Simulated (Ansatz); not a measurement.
**AlClGeH₄ (SMILES [AlH2][GeH2][Cl]): one structure at several levels**

Aim: energy, forces and dipole at a structure displaced at random from a GFN2-xTB minimum, from CCSD(T) and from density functionals.

Program: Ansatz 0.2.0, Gaussian basis. Level of theory: single points in def2-TZVPP. These are calculated values, not measurements.

Cores are frozen in the correlated methods. Filled d shells of the heavier atoms are correlated. B3LYP uses VWN-RPA correlation.

### 1 Where the work starts

SMILES `[AlH2][GeH2][Cl]`, 7 atoms, charge 0, spin multiplicity 1.

Atoms are counted from 1 here; the program's logs count them from 0.

Bond lengths: Al1–Ge2 2.549 Å, Al1–H4 1.599 Å, Al1–H5 1.541 Å, Ge2–Cl3 2.115 Å, Ge2–H6 1.609 Å, Ge2–H7 1.644 Å. Angles: Ge2–Al1–H4 127.1°, Ge2–Al1–H5 102.6°, H4–Al1–H5 127.8°, Al1–Ge2–Cl3 122.3°, Al1–Ge2–H6 137.0°, Al1–Ge2–H7 78.5°, Cl3–Ge2–H6 100.7°, Cl3–Ge2–H7 102.1°, H6–Ge2–H7 92.8°.

As a file:

```mol
AlClGeH4
  3D, bonds by distance, orders not assigned

  7  6  0  0  0  0  0  0  0  0999 V2000
   -1.0791    0.2618   -1.0141 Al  0  0
    0.7564   -0.6104    0.5240 Ge  0  0
    0.3525   -1.3177    2.4757 Cl  0  0
   -2.1944   -0.5997   -1.7699 H   0  0
   -1.1126    1.7652   -0.6785 H   0  0
    2.3537   -0.7958    0.4639 H   0  0
    0.8726    1.0125    0.7625 H   0  0
  1  2  8  0
  1  4  8  0
  1  5  8  0
  2  3  8  0
  2  6  8  0
  2  7  8  0
M  END
```

### 2 CCSD(T)/def2-TZVPP

File run/in.yaml:

```yaml
crystal:
  periodic: [false, false, false]
  atoms:
    - {symbol: Al, position_ang: [-1.079100, 0.261800, -1.014100]}
    - {symbol: Ge, position_ang: [0.756400, -0.610400, 0.524000]}
    - {symbol: Cl, position_ang: [0.352500, -1.317700, 2.475700]}
    - {symbol: H, position_ang: [-2.194400, -0.599700, -1.769900]}
    - {symbol: H, position_ang: [-1.112600, 1.765200, -0.678500]}
    - {symbol: H, position_ang: [2.353700, -0.795800, 0.463900]}
    - {symbol: H, position_ang: [0.872600, 1.012500, 0.762500]}
basis:
  gaussian: {orbitals: def2-TZVPP}
correlation: {method: ccsd_t}
output: {forces: true}
```

The command line of these runs was not kept.

### 3 PBE0-D4/def2-TZVPP

Edit run/in.yaml of step 2 so:

```diff
@@ -12,3 +12,3 @@
   gaussian: {orbitals: def2-TZVPP}
-correlation: {method: ccsd_t}
-output: {forces: true}
+hamiltonian: {xc: pbe0, dispersion: d4}
+output: {forces: true, orbitals: {seedname: orbitals}}
```

### 4 wB97M-V/def2-TZVPP

Edit run/in.yaml of step 3 so:

```diff
@@ -12,3 +12,3 @@
   gaussian: {orbitals: def2-TZVPP}
-hamiltonian: {xc: pbe0, dispersion: d4}
-output: {forces: true, orbitals: {seedname: orbitals}}
+hamiltonian: {xc: {name: wB97M-V}}
+output: {forces: true}
```

### 5 r2SCAN-D4/def2-TZVPP

Edit run/in.yaml of step 4 so:

```diff
@@ -12,3 +12,3 @@
   gaussian: {orbitals: def2-TZVPP}
-hamiltonian: {xc: {name: wB97M-V}}
+hamiltonian: {xc: r2scan, dispersion: d4}
 output: {forces: true}
```

### 6 PBE-D4/def2-TZVPP

Edit run/in.yaml of step 5 so:

```diff
@@ -12,3 +12,3 @@
   gaussian: {orbitals: def2-TZVPP}
-hamiltonian: {xc: r2scan, dispersion: d4}
+hamiltonian: {xc: pbe, dispersion: d4}
 output: {forces: true}
```

### 7 r2SCAN0-D4/def2-TZVPP

Edit run/in.yaml of step 6 so:

```diff
@@ -12,3 +12,3 @@
   gaussian: {orbitals: def2-TZVPP}
-hamiltonian: {xc: pbe, dispersion: d4}
+hamiltonian: {xc: {name: r2SCAN0}, dispersion: d4}
 output: {forces: true}
```

### 8 B3LYP-D4/def2-TZVPP

Edit run/in.yaml of step 7 so:

```diff
@@ -12,3 +12,3 @@
   gaussian: {orbitals: def2-TZVPP}
-hamiltonian: {xc: {name: r2SCAN0}, dispersion: d4}
+hamiltonian: {xc: {name: B3LYP}, dispersion: d4}
 output: {forces: true}
```

(Steps that only read results are left out.)

Q: Predict the outcome of this session. Wanted: energy less free atoms, CCSD(T)/def2-TZVPP; RMS force component; RMS force error; HOMO and LUMO, PBE0-D4; T1 diagnostic.

As calculated:

| quantity | value |
| --- | --- |
| energy less free atoms, CCSD(T)/def2-TZVPP | -16.690 eV |
| RMS force component | 0.755 to 0.828 eV/Å over the methods |
| RMS force error | PBE0-D4 0.061, wB97M-V 0.046, r2SCAN-D4 0.056, PBE-D4 0.162, r2SCAN0-D4 0.068, B3LYP-D4 0.092 eV/Å |
| HOMO and LUMO, PBE0-D4 | -7.23 and -2.78 eV |
| T1 diagnostic | 0.011 |

**Reading.** Against CCSD(T) the functionals' energies less atoms differ by -0.435 to -0.053 eV, PBE-D4 by -0.127 eV. CCSD(T) in triple zeta still lacks some correlation energy of the bonds, so part of these gaps is its own basis error and they don't rank the functionals. On forces the order runs from wB97M-V to PBE-D4. Frozen-core CCSD(T) forces in triple zeta carry basis errors of their own, and this is one geometry, so small gaps rank nothing.
